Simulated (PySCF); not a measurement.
# H5NSi: the cost of one run

Programs: PySCF 2.14.0. All values are calculated, for the isolated system unless a continuum is named. Atoms count from 0, parts from 1.

### Step 1. Starting point

Each species was relaxed by itself at PBE0-D3(BJ)/def2-SVPD.

### Step 2. Reaction energy: wB97M-D3(BJ)/def2-TZVPD

The job: settings as JSON, then the geometry in Å.

```
{"job": {"kind": "react", "xc": "wB97M-D3(BJ)", "basis": "def2-TZVPD"}, "charge": 0, "multiplicity": 1}
-1 H4Si charge 0 multiplicity 1
Si    -0.007070    -0.004420     0.000960
H     -0.443750    -0.847530    -1.149410
H     -0.644870     1.340320    -0.097770
H      1.476670     0.145750    -0.027620
H     -0.416330    -0.656230     1.278650

-1 H3N charge 0 multiplicity 1
N      0.001740    -0.001990     0.284510
H     -0.770490    -0.539520    -0.098370
H     -0.078760     0.941050    -0.084390
H      0.857640    -0.398300    -0.092630

+1 H5NSi charge 0 multiplicity 1
N      0.260680    -0.802400     0.652600
Si    -0.263460     0.501500    -0.371650
H      0.487650    -1.704340     0.255410
H      0.828440    -0.614120     1.468090
H     -1.320210    -0.032260    -1.279700
H     -0.814240     1.574260     0.507020
H      0.801180     1.119970    -1.229020

+1 H2 charge 0 multiplicity 1
H      0.380270    -0.000700     0.005210
H     -0.380270     0.000700    -0.005210
```

Method: wB97M-D3(BJ)/def2-TZVPD reaction energy of separated species, gas phase.

On the command line:

```console
OMP_NUM_THREADS=1 python cluster_run.py task.json out
```

One launch serves the whole session: the jobs run in the order shown.

**Question.** How long does this first job take on 1 thread of Arm Neoverse N1, shared host, and how much memory does it need?

About 12 s, with a peak of 0.48 GiB.
